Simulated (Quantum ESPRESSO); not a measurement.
HfMoC2 under changes of volume

One of the cells (11.421 Å³/atom); the others are scaled copies at fixed shape and fractional positions:

```
Hf Mo C
1.0
     3.19142    0.00000    0.00000
     0.00000    3.19142    0.00000
     0.00000    0.00000    4.48516
Hf Mo C
1 1 2
Direct
  0.00000 0.00000 0.00000
  0.50000 0.50000 0.50000
  0.50000 0.50000 0.00000
  0.00000 0.00000 0.50000
```

The cell comes from a database or a generator and needn't be the stable form of this composition.

- Program: Quantum ESPRESSO 7.5
- Functional: PBE
- Potentials or basis: SSSP 1.3 efficiency PBE
- Cutoff: 816 eV
- Density cutoff: 5987 eV
- k mesh: 8 × 8 × 6
- Occupations: fermi-dirac, width 0.05 eV
- Spin: no spin polarisation

```tsv
volume (Å³/atom)	energy over the lowest point (meV/atom)	pressure (GPa)
10.735	?	?
10.964	14.41	11.3
11.192	2.85	4.9
11.421	0.00	-1.0
11.649	5.04	-6.2
11.877	17.16	-10.9
12.106	35.68	-15.1
```

Question: What does the run at 10.735 Å³/atom give?

Answer: Energy over the lowest point 35.66 meV/atom; pressure 18.5 GPa.

Worked out: A Birch-Murnaghan fit of order 3 (a polynomial in V^(-2/3)) to the other rows has its minimum at 11.38 Å³/atom with B0 = V·E''(V) = 280 GPa and B' = 4.3 at fixed shape and positions, which overstates the stiffness. It gives 35.82 meV/atom at 10.735 Å³/atom, against the run's 35.66, and -dE/dV = 18.7 GPa, against 18.5.

Energies are extrapolated to zero smearing.
